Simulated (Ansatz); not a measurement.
# C₂H₇GeN: up Jacob's ladder to CCSD(T)

How much do the methods differ for C₂H₇GeN? The plan is to run it at one geometry with functionals of several rungs and with coupled cluster. The yardstick is the atomisation energy at the CCSD(T) limit.

Method: functionals in def2-TZVPP, the program's frozen cores in correlated methods; program: Ansatz 0.2.0, Gaussian basis.

Plan: PBE-D4, r2SCAN-D4, PBE0-D4, B3LYP-D4, ωB97X-V, ωB97M-V, B2PLYP; CCSD(T)/def2-TZVPP; MP2/def2-QZVPP; extrapolation to the limit.

**1. The geometry**

An earlier PBE0-D4 in a triple-zeta def2 set relaxation fixed the geometry.

SMILES `C/N=[CH]\[GeH3]`, 11 atoms, charge 0, spin multiplicity 1.

Atoms are counted from 1 here; the program's logs count them from 0.

Bond lengths: C1–N2 1.435 Å, C1–H5 1.093 Å, C1–H6 1.093 Å, C1–H7 1.100 Å, N2–C3 1.261 Å, C3–Ge4 1.986 Å, C3–H8 1.095 Å, Ge4–H9 1.538 Å, Ge4–H10 1.538 Å, Ge4–H11 1.537 Å. Angles: N2–C1–H5 108.8°, N2–C1–H6 108.9°, N2–C1–H7 114.7°, H5–C1–H6 106.7°, H5–C1–H7 108.7°, H6–C1–H7 108.7°, C1–N2–C3 120.3°, N2–C3–Ge4 128.7°, N2–C3–H8 116.1°, Ge4–C3–H8 115.2°, C3–Ge4–H9 111.7°, C3–Ge4–H10 111.7°, C3–Ge4–H11 106.7°, H9–Ge4–H10 108.7°, H9–Ge4–H11 109.1°, H10–Ge4–H11 109.0°.

**2. PBE-D4 (GGA)**

File in.yaml:

```yaml
crystal:
  periodic: [false, false, false]
  atoms:
    - {symbol: C, position_ang: [-0.382612, 1.631960, 0.003195]}
    - {symbol: N, position_ang: [-1.329520, 0.573525, -0.204204]}
    - {symbol: C, position_ang: [-0.953244, -0.629503, -0.190240]}
    - {symbol: Ge, position_ang: [0.873586, -1.354928, 0.094602]}
    - {symbol: H, position_ang: [-0.692085, 2.217353, 0.873302]}
    - {symbol: H, position_ang: [-0.411831, 2.306481, -0.856698]}
    - {symbol: H, position_ang: [0.654025, 1.297212, 0.154084]}
    - {symbol: H, position_ang: [-1.732774, -1.379827, -0.355398]}
    - {symbol: H, position_ang: [1.434512, -0.956403, 1.469940]}
    - {symbol: H, position_ang: [1.850015, -0.877275, -0.993306]}
    - {symbol: H, position_ang: [0.755329, -2.885396, 0.025423]}
basis:
  gaussian: {orbitals: def2-TZVPP}
hamiltonian: {xc: pbe, dispersion: d4}
output: {forces: true, orbitals: {seedname: orbitals}}
```

Run with:

```
> ansatz run in.yaml --threads 4 --pin off --events-out ev --progress --plain --max-ram 10444MiB
```

The log of the run, shortened:

```text
Functional definition: PBE
  name "PBE"
  cite "Perdew, Burke & Ernzerhof, Phys. Rev. Lett. 77, 3865 (1996) doi:10.1103/PhysRevLett.77.3865"
  parent pbe
[...]
1286 factors; their error is unknown
[...]
mean field -60183.14994566 eV, -2211.6899668989 hartree, gradient 2.3e-5 eV, S^2 0.000000; 0 other end points of the search recorded, 0 dependent functions left out
[...]
reference -60183.14998845 eV, -2211.6899684713 hartree; 29, 29 occupied and 210, 210 virtual orbitals, 1286 factors
Total energy: -60183.35741953 eV, -2211.6975914231 hartree
Atom 0 at    -0.382612     1.631960     0.003195 Å, force     0.027225     0.054847     0.006797 eV/Å
Atom 1 at    -1.329520     0.573525    -0.204204 Å, force    -0.410092     0.543937    -0.046472 eV/Å
Atom 2 at    -0.953244    -0.629503    -0.190240 Å, force     0.107160    -0.522911    -0.004641 eV/Å
Atom 3 at     0.873586    -1.354928     0.094602 Å, force     0.068088    -0.042788     0.009997 eV/Å
Atom 4 at    -0.692085     2.217353     0.873302 Å, force    -0.062232     0.142098     0.170668 eV/Å
Atom 5 at    -0.411831     2.306481    -0.856698 Å, force    -0.006879     0.158172    -0.168149 eV/Å
Atom 6 at     0.654025     1.297212     0.154084 Å, force     0.236320    -0.068865     0.035889 eV/Å
Atom 7 at    -1.732774    -1.379827    -0.355398 Å, force    -0.145838    -0.186115    -0.032281 eV/Å
Atom 8 at     1.434512    -0.956403     1.469940 Å, force     0.073376     0.031062     0.136440 eV/Å
Atom 9 at     1.850015    -0.877275    -0.993306 Å, force     0.113784     0.039552    -0.102641 eV/Å
Atom 10 at     0.755329    -2.885396     0.025423 Å, force    -0.000913    -0.148990    -0.005606 eV/Å
Dipole moment:     0.179695     0.028203     0.032588 e Å
```

Wall time 2.3 s (4 threads of Arm Neoverse V1, shared host); peak memory 0.29 GiB.

Atomisation energy: 3871.1 kJ/mol (free atoms -60143.236 eV, run apart). HOMO -5.57 eV, LUMO -1.85 eV.

**3. r2SCAN-D4 (meta-GGA)**

in.yaml, as its differences from that of step 2:

```diff
@@ -16,3 +16,3 @@
   gaussian: {orbitals: def2-TZVPP}
-hamiltonian: {xc: pbe, dispersion: d4}
+hamiltonian: {xc: r2scan, dispersion: d4}
 output: {forces: true, orbitals: {seedname: orbitals}}
```

Launched as before.

The log of the run, shortened:

```text
Functional definition: r2SCAN
  name "r2SCAN"
  cite "Furness, Kaplan, Ning, Perdew & Sun, J. Phys. Chem. Lett. 11, 8208 (2020) doi:10.1021/acs.jpclett.0c02405"
  cite "Furness, Kaplan, Ning, Perdew & Sun, J. Phys. Chem. Lett. 11, 9248 (2020) doi:10.1021/acs.jpclett.0c03077"
  parent r2scan
[...]
1286 factors; their error is unknown
[...]
mean field -60194.14473126 eV, -2212.0940178169 hartree, gradient 7.2e-5 eV, S^2 0.000000; 0 other end points of the search recorded, 0 dependent functions left out
[...]
reference -60194.14474343 eV, -2212.0940182642 hartree; 29, 29 occupied and 210, 210 virtual orbitals, 1286 factors
Total energy: -60194.19600811 eV, -2212.0959022065 hartree
Atom 0 at    -0.382612     1.631960     0.003195 Å, force     0.118489     0.144226     0.026836 eV/Å
Atom 1 at    -1.329520     0.573525    -0.204204 Å, force    -0.219137     0.183765    -0.029012 eV/Å
Atom 2 at    -0.953244    -0.629503    -0.190240 Å, force     0.043528    -0.280055    -0.005222 eV/Å
Atom 3 at     0.873586    -1.354928     0.094602 Å, force     0.098078    -0.056045     0.014885 eV/Å
Atom 4 at    -0.692085     2.217353     0.873302 Å, force    -0.001449     0.003345    -0.017812 eV/Å
Atom 5 at    -0.411831     2.306481    -0.856698 Å, force    -0.006429    -0.000135     0.015231 eV/Å
Atom 6 at     0.654025     1.297212     0.154084 Å, force     0.005503    -0.007773     0.001413 eV/Å
Atom 7 at    -1.732774    -1.379827    -0.355398 Å, force    -0.002683    -0.013543    -0.000403 eV/Å
Atom 8 at     1.434512    -0.956403     1.469940 Å, force    -0.013422    -0.022561    -0.063670 eV/Å
Atom 9 at     1.850015    -0.877275    -0.993306 Å, force    -0.033181    -0.025433     0.054280 eV/Å
Atom 10 at     0.755329    -2.885396     0.025423 Å, force     0.010703     0.074209     0.003474 eV/Å
Dipole moment:     0.190544     0.020975     0.034130 e Å
```

Run time: 4.8 s. Hardware: 4 threads of Arm Neoverse V1, shared host; peak memory 0.32 GiB.

Atomisation energy: 3797.0 kJ/mol (free atoms -60154.843 eV, run apart). HOMO -5.83 eV, LUMO -1.67 eV.

**4. PBE0-D4 (hybrid)**

in.yaml, as its differences from that of step 3:

```diff
@@ -16,3 +16,3 @@
   gaussian: {orbitals: def2-TZVPP}
-hamiltonian: {xc: r2scan, dispersion: d4}
-output: {forces: true, orbitals: {seedname: orbitals}}
+hamiltonian: {xc: pbe0, dispersion: d4}
+output: {orbitals: {seedname: orbitals}}
```

Same command.

The log of the run:

```text
Functional definition: PBE0
  name "PBE0"
  cite "Adamo & Barone, J. Chem. Phys. 110, 6158 (1999) doi:10.1063/1.478522"
  cite "Perdew, Burke & Ernzerhof, Phys. Rev. Lett. 77, 3865 (1996) doi:10.1103/PhysRevLett.77.3865"
  parent pbe
  parameter a = 0.25
  parameter kappa = 0.804
  parameter beta = 0.06672455060314922
  exchange = (1 - a)*pbe_x(kappa = kappa, mu = beta*pi^2/3) + a*exact_x
  correlation = pbe_c(beta = beta)
1329 factors; their error is unknown
mean field evaluation 1: about -60178.3367 eV, gradient 5.4e1 eV
mean field evaluation 2: about -60169.9066 eV, gradient 7.9e1 eV
mean field evaluation 4: about -60184.6576 eV, gradient 5.9e0 eV
mean field evaluation 8: about -60184.9957 eV, gradient 4.4e-1 eV
mean field evaluation 16: about -60184.9959 eV, gradient 2.5e-5 eV
mean field -60184.99592735 eV, -2211.7578054748 hartree, gradient 2.5e-5 eV, S^2 0.000000; 0 other end points of the search recorded, 0 dependent functions left out
reference -60184.99595910 eV, -2211.7578066414 hartree; 29, 29 occupied and 210, 210 virtual orbitals, 1329 factors
Total energy: -60185.17064977 eV, -2211.7642264051 hartree
```

Run time: 2.8 s. Hardware: 4 threads of Arm Neoverse V1, shared host; peak memory 0.58 GiB.

Atomisation energy: 3799.7 kJ/mol (free atoms -60145.789 eV, run apart). HOMO -6.90 eV, LUMO -0.80 eV.

**5. B3LYP-D4 (hybrid)**

B3LYP here takes the VWN-RPA correlation.

in.yaml, as its differences from that of step 4:

```diff
@@ -16,3 +16,3 @@
   gaussian: {orbitals: def2-TZVPP}
-hamiltonian: {xc: pbe0, dispersion: d4}
-output: {orbitals: {seedname: orbitals}}
+hamiltonian: {xc: {name: B3LYP}, dispersion: d4}
+output: {forces: true, orbitals: {seedname: orbitals}}
```

Same command.

The log of the run, shortened:

```text
Functional definition: B3LYP
  name "B3LYP"
  cite "Stephens, Devlin, Chabalowski & Frisch, J. Phys. Chem. 98, 11623 (1994) doi:10.1021/j100096a001"
  cite "Becke, Phys. Rev. A 38, 3098 (1988) doi:10.1103/PhysRevA.38.3098"
  cite "Lee, Yang & Parr, Phys. Rev. B 37, 785 (1988) doi:10.1103/PhysRevB.37.785"
  cite "Vosko, Wilk & Nusair, Can. J. Phys. 58, 1200 (1980) doi:10.1139/p80-159"
[...]
1317 factors; their error is unknown
[...]
mean field -60198.13785906 eV, -2212.2407625572 hartree, gradient 1.5e-5 eV, S^2 0.000000; 0 other end points of the search recorded, 0 dependent functions left out
[...]
reference -60198.13814027 eV, -2212.2407728915 hartree; 29, 29 occupied and 210, 210 virtual orbitals, 1317 factors
Total energy: -60198.47180579 eV, -2212.2530348729 hartree
Atom 0 at    -0.382612     1.631960     0.003195 Å, force     0.161904     0.278600     0.040935 eV/Å
Atom 1 at    -1.329520     0.573525    -0.204204 Å, force    -0.145249    -0.059603    -0.027203 eV/Å
Atom 2 at    -0.953244    -0.629503    -0.190240 Å, force    -0.207591    -0.152042    -0.042819 eV/Å
Atom 3 at     0.873586    -1.354928     0.094602 Å, force     0.150849    -0.091596     0.022408 eV/Å
Atom 4 at    -0.692085     2.217353     0.873302 Å, force     0.027264    -0.017845    -0.040194 eV/Å
Atom 5 at    -0.411831     2.306481    -0.856698 Å, force     0.014251    -0.024234     0.043080 eV/Å
Atom 6 at     0.654025     1.297212     0.154084 Å, force    -0.066825     0.049128    -0.008108 eV/Å
Atom 7 at    -1.732774    -1.379827    -0.355398 Å, force     0.056429     0.029584     0.011459 eV/Å
Atom 8 at     1.434512    -0.956403     1.469940 Å, force     0.004253    -0.003357     0.000575 eV/Å
Atom 9 at     1.850015    -0.877275    -0.993306 Å, force     0.004272    -0.002322     0.000611 eV/Å
Atom 10 at     0.755329    -2.885396     0.025423 Å, force     0.000444    -0.006312    -0.000744 eV/Å
Dipole moment:     0.206278     0.003219     0.036052 e Å
```

Run time: 4.4 s. Hardware: 4 threads of Arm Neoverse V1, shared host; peak memory 0.65 GiB.

With the free atoms at this level, -60159.018 eV in sum, the atomisation energy is 3806.7 kJ/mol. HOMO -6.69 eV, LUMO -1.04 eV.

**6. ωB97X-V (range-separated)**

in.yaml, as its differences from that of step 5:

```diff
@@ -16,3 +16,3 @@
   gaussian: {orbitals: def2-TZVPP}
-hamiltonian: {xc: {name: B3LYP}, dispersion: d4}
-output: {forces: true, orbitals: {seedname: orbitals}}
+hamiltonian: {xc: {name: wB97X-V}}
+output: {orbitals: {seedname: orbitals}}
```

Same command.

The log of the run, shortened:

```text
Functional definition: wB97X-V
  name "wB97X-V"
  cite "Mardirossian & Head-Gordon, Phys. Chem. Chem. Phys. 16, 9904 (2014) doi:10.1039/C3CP54374A"
  cite "Becke, J. Chem. Phys. 107, 8554 (1997) doi:10.1063/1.475007"
  cite "Vydrov & Van Voorhis, J. Chem. Phys. 133, 244103 (2010) doi:10.1063/1.3521275"
[...]
      + integral(e_c_pw_opposite_spin*poly(b97_u_opposite, cos0, cos1)) + vv10(b, c)
1317 factors; their error is unknown
316 factors; integrals over basis functions are off by at most 7.7e-6 eV
[...]
mean field -60190.33174941 eV, -2211.9538933187 hartree, gradient 4.0e-5 eV, S^2 0.000000; 0 other end points of the search recorded, 0 dependent functions left out
reference -60190.33174737 eV, -2211.9538932435 hartree; 29, 29 occupied and 210, 210 virtual orbitals, 1317 factors
Total energy: -60190.33174737 eV, -2211.9538932435 hartree
```

It took 7.5 s on 4 threads of Arm Neoverse V1, shared host; peak memory 0.71 GiB.

With the free atoms at this level, -60150.810 eV in sum, the atomisation energy is 3813.3 kJ/mol. HOMO -9.24 eV, LUMO 1.45 eV.

**7. ωB97M-V (range-separated)**

in.yaml, as its differences from that of step 6:

```diff
@@ -16,3 +16,3 @@
   gaussian: {orbitals: def2-TZVPP}
-hamiltonian: {xc: {name: wB97X-V}}
-output: {orbitals: {seedname: orbitals}}
+hamiltonian: {xc: {name: wB97M-V}}
+output: {forces: true, orbitals: {seedname: orbitals}}
```

Same command.

The log of the run, shortened:

```text
Functional definition: wB97M-V
  name "wB97M-V"
  cite "Mardirossian & Head-Gordon, J. Chem. Phys. 144, 214110 (2016) doi:10.1063/1.4952647"
  cite "Becke, J. Chem. Phys. 107, 8554 (1997) doi:10.1063/1.475007"
  cite "Vydrov & Van Voorhis, J. Chem. Phys. 133, 244103 (2010) doi:10.1063/1.3521275"
  # Of w^i u^j: cxij and so on, Table III.
[...]
  gx(w, u) = 1 - cx + cx01*u + cx10*w
  gss(w, u) = css00 + css04*u^4 + css10*w + css20*w^2 + css43*w^4*u^3
  gos(w, u) = cos00 + cos10*w + (cos20 + cos21*u)*w^2 + (cos60 + cos61*u)*w^6
[...]
      + integral(e_c_pw_mod_opposite_spin*gos(b97_w_opposite, b97_u_opposite)) + vv10(b, c)
1314 factors; their error is unknown
316 factors; integrals over basis functions are off by at most 7.7e-6 eV
[...]
Atom 1 at    -1.329520     0.573525    -0.204204 Å, force    -0.246925    -0.163700    -0.049311 eV/Å
Atom 2 at    -0.953244    -0.629503    -0.190240 Å, force     0.020545    -0.142528    -0.002916 eV/Å
Atom 3 at     0.873586    -1.354928     0.094602 Å, force     0.102556    -0.017977     0.016814 eV/Å
Atom 4 at    -0.692085     2.217353     0.873302 Å, force     0.038338    -0.060400    -0.076589 eV/Å
Atom 5 at    -0.411831     2.306481    -0.856698 Å, force     0.014155    -0.070232     0.076761 eV/Å
Atom 6 at     0.654025     1.297212     0.154084 Å, force    -0.081962     0.024623    -0.011935 eV/Å
Atom 7 at    -1.732774    -1.379827    -0.355398 Å, force     0.056031     0.077725     0.013370 eV/Å
Atom 8 at     1.434512    -0.956403     1.469940 Å, force    -0.053702    -0.024949    -0.106947 eV/Å
Atom 9 at     1.850015    -0.877275    -0.993306 Å, force    -0.085784    -0.030019     0.081979 eV/Å
Atom 10 at     0.755329    -2.885396     0.025423 Å, force    -0.005469     0.119046     0.002396 eV/Å
Dipole moment:     0.223582    -0.013554     0.038339 e Å
```

Wall time 11 s (4 threads of Arm Neoverse V1, shared host); peak memory 0.84 GiB.

With the free atoms at this level, -60152.132 eV in sum, the atomisation energy is 3796.2 kJ/mol. HOMO -9.15 eV, LUMO 1.34 eV.

**8. B2PLYP (double hybrid)**

in.yaml, as its differences from that of step 7:

```diff
@@ -16,3 +16,2 @@
   gaussian: {orbitals: def2-TZVPP}
-hamiltonian: {xc: {name: wB97M-V}}
-output: {forces: true, orbitals: {seedname: orbitals}}
+hamiltonian: {xc: {name: B2PLYP}}
```

Same command.

The log of the run, shortened:

```text
Functional definition: B2PLYP
  name "B2PLYP"
  cite "Grimme, J. Chem. Phys. 124, 034108 (2006) doi:10.1063/1.2148954"
  cite "Becke, Phys. Rev. A 38, 3098 (1988) doi:10.1103/PhysRevA.38.3098"
  cite "Lee, Yang & Parr, Phys. Rev. B 37, 785 (1988) doi:10.1103/PhysRevB.37.785"
[...]
1428 factors; integrals over basis functions are off by at most 1.0e-3 eV
[...]
mean field -60176.10199022 eV, -2211.4309593138 hartree, gradient 6.7e-6 eV, S^2 0.000000; 0 other end points of the search recorded, 0 dependent functions left out
12 core orbitals not correlated: weight in the atoms' cores, before any rotation towards them, 1.000 or more for the frozen orbitals, at most 0.000 for the correlated occupied ones
reference -60176.10216773 eV, -2211.4309658369 hartree; 17, 17 occupied and 210, 210 virtual orbitals, 1428 factors
second order -26.72275892 eV of doubles, -0.00000000 eV of singles
Total energy: -60183.31731264 eV, -2211.6961175217 hartree
```

Wall time 5.5 s (4 threads of Arm Neoverse V1, shared host); peak memory 0.61 GiB.

With the free atoms at this level, -60144.349 eV in sum, the atomisation energy is 3759.9 kJ/mol.

**9. Orbital energies across the functionals**

Dipoles come from the runs that computed forces. Levels, from each run's orbital file:

```csv
functional,HOMO (eV),LUMO (eV),gap (eV),dipole (D)
PBE-D4,-5.57,-1.85,3.72,0.89
r2SCAN-D4,-5.83,-1.67,4.17,0.94
PBE0-D4,-6.90,-0.80,6.10,
B3LYP-D4,-6.69,-1.04,5.65,1.01
ωB97X-V,-9.24,1.45,10.70,
ωB97M-V,-9.15,1.34,10.49,1.09
```

**10. CCSD(T) in def2-TZVPP**

in.yaml, as its differences from that of step 8:

```diff
@@ -16,2 +16,2 @@
   gaussian: {orbitals: def2-TZVPP}
-hamiltonian: {xc: {name: B2PLYP}}
+correlation: {method: ccsd_t}
```

Same command.

The log of the run, shortened:

```text
Functional definition: HF
  name "HF"
  cite "Fock, Z. Phys. 61, 126 (1930) doi:10.1007/BF01340294"
  parent pbe
[...]
1428 factors; integrals over basis functions are off by at most 1.0e-3 eV
[...]
mean field -60127.16786345 eV, -2209.6326633235 hartree, gradient 1.9e-6 eV, S^2 0.000000; 0 other end points of the search recorded, 0 dependent functions left out; unrestricted orbitals would lower it
12 core orbitals not correlated: weight in the atoms' cores, before any rotation towards them, 1.000 or more for the frozen orbitals, at most 0.000 for the correlated occupied ones
reference -60127.16786345 eV, -2209.6326633235 hartree; 17, 17 occupied and 210, 210 virtual orbitals, 1428 factors
second order -21.87222642 eV of doubles, -0.00000000 eV of singles
cycle   1  -22.02480460 eV  change   -1.5e-1 eV  update   1.1e-1
[...]
cycle   9  -22.83034657 eV  change   -6.6e-6 eV  update   3.4e-5
perturbative correction -0.95357641 eV, -0.0350432869 hartree
Total energy: -60150.95178643 eV, -2210.5067063719 hartree
```

Run time: 2.7 min. Hardware: 4 threads of Arm Neoverse V1, shared host; peak memory 4.7 GiB.

**11. MP2 in def2-QZVPP**

in.yaml, as its differences from that of step 10:

```diff
@@ -15,3 +15,3 @@
 basis:
-  gaussian: {orbitals: def2-TZVPP}
-correlation: {method: ccsd_t}
+  gaussian: {orbitals: "def2-QZVPP.json"}
+correlation: {method: mp2}
```

The command is unchanged.

The log of the run:

```text
Functional definition: HF
  name "HF"
  cite "Fock, Z. Phys. 61, 126 (1930) doi:10.1007/BF01340294"
  parent pbe
  exchange = exact_x
  correlation = 0
2862 factors; integrals over basis functions are off by at most 9.9e-4 eV
mean field evaluation 1: about -60125.0844 eV, gradient 3.3e1 eV
mean field evaluation 2: about -60125.1896 eV, gradient 3.3e1 eV
mean field evaluation 4: about -60128.3917 eV, gradient 5.3e0 eV
mean field evaluation 8: about -60128.4835 eV, gradient 3.5e-1 eV
mean field -60128.48459312 eV, -2209.6810522465 hartree, gradient 5.0e-6 eV, S^2 0.000000; 0 other end points of the search recorded, 0 dependent functions left out; unrestricted orbitals would lower it
mean field evaluation 16: about -60128.3799 eV, gradient 2.4e0 eV
12 core orbitals not correlated: weight in the atoms' cores, before any rotation towards them, 1.000 or more for the frozen orbitals, at most 0.000 for the correlated occupied ones
reference -60128.48459312 eV, -2209.6810522465 hartree; 17, 17 occupied and 441, 441 virtual orbitals, 2862 factors
second order -30.00428388 eV of doubles, -0.00000000 eV of singles
Total energy: -60158.48887700 eV, -2210.7836893414 hartree
```

Wall time 32 s (4 threads of Arm Neoverse V1, shared host); peak memory 2.9 GiB.

Energy pieces by basis (eV):

```csv
basis,HF,MP2 correlation,CCSD correlation,(T),total
def2-TZVPP,-60127.1679,-21.8722,-22.8303,-0.9536,-60150.9518
def2-QZVPP,-60128.4846,-30.0043,,,-60158.4889 (MP2)
```

The report of the def2-TZVPP run gives T1 = 0.0124.

**12. The basis-set limit**

This step is arithmetic on the last runs, with X = 3 and 4: exp(−7.88√X) for Hartree-Fock, X^−2.97 for correlation; only MP2 was run in the larger set, so CCSD(T) minus MP2 is added from the smaller one.

```csv
level,energy at the limit (eV)
HF,-60128.6660
MP2,-60164.6940
CCSD,-60165.6521
CCSD(T),-60166.6057
```

This is no true limit for total energies: MP2 correlation changes by a factor of 1.37 from triple to quadruple zeta (about 1.07 in light molecules), because outer-core shells are correlated in sets not made for them. Much of that cancels between molecule and atoms or ions.

**13. All levels against the reference**

Atomisation energy = energies of 2 C, 1 N, 1 Ge, 7 H (separate runs, same level) minus the molecule's; electronic only, no spin-orbit term.

```csv
method,rung,atomisation energy (kJ/mol),from CCSD(T)/CBS (kJ/mol),time
PBE-D4,GGA,3871.1,+71.4,2.3 s
r2SCAN-D4,meta-GGA,3797.0,-2.7,4.8 s
PBE0-D4,hybrid,3799.7,0.0,2.8 s
B3LYP-D4,hybrid,3806.7,+7.0,4.4 s
ωB97X-V,range-separated,3813.3,+13.6,7.5 s
ωB97M-V,range-separated,3796.2,-3.5,11 s
B2PLYP,double hybrid,3759.9,-39.8,5.5 s
HF/def2-TZVPP,wavefunction,2691.9,-1107.8,
MP2/def2-TZVPP,wavefunction,3727.8,-71.9,
CCSD/def2-TZVPP,wavefunction,3653.4,-146.3,
CCSD(T)/def2-TZVPP,wavefunction,3712.1,-87.6,2.7 min
MP2/CBS,wavefunction,3815.4,+15.7,
CCSD(T)/CBS,wavefunction,3799.7,0,3.3 min
```

Among the levels timed on like hardware and quicker than the yardstick, those that no quicker one beats, quickest first: PBE-D4 (2.3 s, +71.4 kJ/mol); PBE0-D4 (2.8 s, 0.0 kJ/mol).

B2PLYP carry no dispersion term (for B3LYP, D4 adds 32.2 kJ/mol).

Times are those of the molecule's run; HF, MP2 and CCSD come out of the CCSD(T) runs, and the limit's time is the sum of the runs that it needs.

**14. Results**

| quantity | value |
| --- | --- |
| atomisation energy, CCSD(T)/CBS | 3799.7 kJ/mol |
| functionals within 38.0 kJ/mol (1.0 %) | r2SCAN-D4, PBE0-D4, B3LYP-D4, ωB97X-V, ωB97M-V |
| farthest | PBE-D4 (+71.4 kJ/mol) |
| mean size of error, hybrid | 3.5 kJ/mol |
| mean size of error, range-separated | 8.5 kJ/mol |
| gap, smallest and largest | 3.72 eV (PBE-D4), 10.70 eV (ωB97X-V) |
| T1 diagnostic | 0.0124 |
| triples share of the correlation energy | 4.0 % |

In words: PBE-D4 misses by +71.4 kJ/mol. Double hybrids carry the basis error of their MP2 part in triple zeta, and no dispersion term here, so their miss is partly the set-up's. Misses under about 38.0 kJ/mol are within the doubt on the reference itself, which lacks core-valence correlation, relativity and higher excitations, and its outer-core shells are covered unevenly. Hartree-Fock recovers 71 % of the binding; the rest is correlation. Orbital gaps span 3.7 to 10.7 eV; exact exchange widens them. The restricted reference is unstable towards a spin-broken one. Correlated methods include outer-core shells of Ge, which these sets cover unevenly.

For cost: PBE0-D4 gets within 0.0 kJ/mol in 2.8 s, where CCSD(T)/CBS took 3.3 min; the quickest level in the cost chart, PBE-D4, takes 2.3 s and misses by 71.4 kJ/mol.
